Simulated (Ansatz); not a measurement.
# CHFGa+ (triplet): the correlation ladder, cc-pVDZ

The task here is to estimate one member of a computed series from the others.

Method: cc-pVDZ, core rule «outside noble gas», up to 16 orbitals frozen; program: Ansatz 0.2.0, Gaussian basis.

Plan: UHF; CCSD(T) on ROHF; CCSD(T) on UHF; BCCD(T) on ROHF; CISD as a restricted active space (open shells left free, so some higher excitations enter); CCSDT(Q) on ROHF; CCSDT(Q) on UHF; CASSCF and NEVPT2, 10 electrons in 10 orbitals.

33 further runs of the same task are left out: 15 that didn't finish, 18 set aside as unsound or not needed. Runs told in other sessions of the task aren't counted.

**The system**

The geometry is a PBE0/def2-TZVP stationary point (not a proven minimum) of the parent state, kept for this charge and spin. No spin-orbit coupling is included. The filled d shell of Ga may be among the frozen orbitals whatever the setting's name suggests.

4 atoms, charge 1, spin multiplicity 3.

Atoms are counted from 1 here; the program's logs count them from 0.

Bond lengths: C1–Ga2 1.933 Å, Ga2–F3 1.750 Å, Ga2–H4 1.548 Å. Angles: C1–Ga2–F3 114.3°, C1–Ga2–H4 126.5°, F3–Ga2–H4 119.1°.

The first run:

File in.yaml:

```yaml
crystal:
  periodic: [false, false, false]
  atoms:
    - {symbol: C, position_ang: [0.000000, -0.853315, 1.664130]}
    - {symbol: Ga, position_ang: [0.000000, 0.280570, 0.099192]}
    - {symbol: F, position_ang: [0.000000, -0.587217, -1.420473]}
    - {symbol: H, position_ang: [0.000000, 1.828378, 0.082706]}
basis:
  gaussian: {orbitals: cc-pVDZ}
total_charge: 1
magnetization: {spin_polarized: true, initial_magnetization: 2}
hamiltonian: {xc: hf}
output: {orbitals: {seedname: orbitals}}
```

Run with:

```sh
$ ansatz run in.yaml --threads 1 --pin off --events-out ev --progress --plain --max-ram 2393MiB
```

Among the steps run: UHF; CCSD(T) on ROHF; CCSD(T) on UHF; BCCD(T) on ROHF; CISD as a restricted active space (open shells left free, so some higher excitations enter); CCSDT(Q) on ROHF; CCSDT(Q) on UHF; CASSCF and NEVPT2, 10 electrons in 10 orbitals.

One of the session's tables, all rows but one given; the rest of the session is left out.

```
   method  from UCCSDT(Q) (meV)
     ROHF               +9127.3
      UHF               +9034.4
     RMP2               +1068.5
     UMP2               +1048.6
    RCCSD                +260.5
    UCCSD                +256.8
 RCCSD(T)                 +63.0
 UCCSD(T)                 +61.0
  BCCD(T)                 +58.4
   RCCSDT                 +26.4
   UCCSDT                 +24.1
RCCSDT(Q)                     ?
UCCSDT(Q)                     0
```

**Question.** Estimate the row for RCCSDT(Q).

As computed: from UCCSDT(Q) (meV): +10.1. In the column «from UCCSDT(Q) (meV)» it lies between UCCSDT(Q) (0) and UCCSDT (+24.1).

Not comparable, so not listed: CISD as a restricted active space (open shells left free, so some higher excitations enter) (they don't share determinant, frozen orbitals or solution with the rows shown, or repeat one).

To keep in mind: Left out of the table: CASSCF frontier, NEVPT2 frontier (the active space lost an orbital or holds another state than full CI finds). Restricted and unrestricted rows rest on different reference determinants; a gap between their highest levels can come from leftover correlation error, from unlike frozen cores or from another state. Warnings in the runs' records: passed over end.
